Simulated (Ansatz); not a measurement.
From input file to script: YbAg, space group Pm-3m in Ansatz 0.2.0.

```yaml
crystal:
  lattice:
    - [3.6787, 0.0, 0.0]
    - [0.0, 3.6787, 0.0]
    - [0.0, 0.0, 3.6787]
  atoms:
    - { symbol: Yb, position: [0.5, 0.5, 0.5] }
    - { symbol: Ag, position: [0.0, 0.0, 0.0] }
basis:
  ecutwfc: 420.0
kpoints:
  mp_grid:
    grid: [8, 8, 8]
hamiltonian:
  xc: pbesol
scf:
  occupations:
    method: cold
phonons:
  method: fd
  supercell: [2, 2, 2]
  qpath:
    path:
      - [0.0, 0.0, 0.0]
      - [0.0, 0.5, 0.0]
      - [0.5, 0.5, 0.0]
      - [0.0, 0.0, 0.0]
      - [0.5, 0.5, 0.5]
      - [0.0, 0.5, 0.0]
    npoints: 8
  temperatures:
    t_min: 100.0
    t_max: 900.0
    t_step: 200.0
```

The script, `run_phonons.py`:
```python
# -*- coding: utf-8 -*-
from dataclasses import dataclass
from pathlib import Path
import warnings

import ansatz as az
import numpy as np


@dataclass(frozen=True)
class RunConfig:
    cutoff_ev: int = 420
    xc: str = "PBEsol"
    smearing: str = "cold"
    kgrid: tuple[int, ...] = (8, 8, 8)


opts = RunConfig()

warnings.simplefilter("ignore", az.DeckWarning)

vectors = np.array([
    [3.6787, 0.0, 0.0],
    [0.0, 3.6787, 0.0],
    [0.0, 0.0, 3.6787],
])
system = (
    az.Lattice.of(vectors)
    .atom("Yb", (0.5, 0.5, 0.5))
    .atom("Ag", (0.0, 0.0, 0.0))
)
path = [
    ("G", (0.0, 0.0, 0.0)),
    ("X", (0.0, 0.5, 0.0)),
    ("M", (0.5, 0.5, 0.0)),
    ("G", (0.0, 0.0, 0.0)),
    ("R", (0.5, 0.5, 0.5)),
    ("X", (0.0, 0.5, 0.0)),
]

calculation = system.calculation()
calculation = calculation.basis(opts.cutoff_ev).functional(opts.xc)
calculation = calculation.occupations(opts.smearing)
calculation = calculation.kpoints(*opts.kgrid)
calculation = calculation.phonons("fd", supercell=2, path=[q for _, q in path], intervals=8, temperatures=(100, 900, 200))
outcome = calculation.run(threads=1, runs_dir="phonon_runs")
folder = Path(outcome.output_folder) / "results"
ph = outcome.phonons

for mode, w in enumerate(ph.gamma_omega_inv_cm, start=1):
    print(f"Gamma mode {mode:2d}: {w:8.1f} 1/cm  {w / 33.35641:7.3f} THz")
print(f"{ph.n_members} displaced supercells, sum-rule residual {ph.asr_residual_pre_ev_ang2:.1e} eV/A^2")
table = np.loadtxt(folder / "phbands.tsv", comments="#")
n_modes = len(ph.gamma_omega_inv_cm)
omega = table[:, 1 : 1 + n_modes]
for i, (label, _) in enumerate(path):
    print(f"{label:3s}", " ".join(f"{v:7.1f}" for v in omega[min(i * 8, len(omega) - 1)]))
print(f"lowest {omega.min():.1f}, highest {omega.max():.1f} 1/cm on the path;", "unstable" if omega.min() < -10 else "no imaginary branch")
sums = ph.harmonic_sums
print(f"zero-point energy {1000 * sums.zero_point_energy_ev:.2f} meV per cell")
t, f_vib = np.asarray(sums.temperatures_k), np.asarray(sums.vibrational_free_energy_ev)
for temperature, value in zip(t, f_vib):
    print(f"T = {temperature:6.0f} K   F_vib = {1000 * value:9.2f} meV per cell")
```

`python run_phonons.py` gives:
```text
Gamma mode  1:      0.0 1/cm    0.000 THz
Gamma mode  2:      0.0 1/cm    0.000 THz
Gamma mode  3:      0.0 1/cm    0.000 THz
Gamma mode  4:     90.9 1/cm    2.726 THz
Gamma mode  5:     90.9 1/cm    2.726 THz
Gamma mode  6:     90.9 1/cm    2.726 THz
2 displaced supercells, sum-rule residual 1.8e-05 eV/A^2
G       0.0     0.0     0.0    90.9    90.9    90.9
X      56.9    56.9    60.5    72.9    72.9    83.7
M      30.8    30.8    55.5    74.2    95.2    95.2
G       0.0     0.0     0.0    90.9    90.9    90.9
R      57.0    57.0    57.0    91.0    91.0    91.0
X      56.9    56.9    60.5    72.9    72.9    83.7
lowest 0.0, highest 95.2 1/cm on the path; no imaginary branch
zero-point energy 24.51 meV per cell
T =    100 K   F_vib =     -3.64 meV per cell
T =    300 K   F_vib =   -186.90 meV per cell
T =    500 K   F_vib =   -444.30 meV per cell
T =    700 K   F_vib =   -744.08 meV per cell
T =    900 K   F_vib =  -1073.77 meV per cell
```

Caveats:
- Semilocal functionals put the nearly full 4f shell of Yb too close to the Fermi level.
- The cell isn't relaxed first, so the values belong to this volume.
- The mesh is modest for a metal, so energies can be off by several to tens of meV an atom and pressures by half a GPa or more; differences at equal mesh fare better.
- A negative frequency stands for an imaginary mode.
- The structure is a deposited one; some such entries were measured under pressure or heat, so a shift against it needn't be the functional's error alone.
- The structure is taken as given and the supercell is small; imaginary modes can come from an unrelaxed or unstable start. Phonons of metals also depend on mesh and smearing.
- Wall time of the script: 7.5 min on 1 thread of Intel(R) Xeon(R) Processor @ 2.30GHz, with other jobs on the host, peak memory 1.7 GiB.

(A comment or docstring line of the script was reworded after the run, the code is as it ran; lines on the test bed's own set-up are left out of the output.)
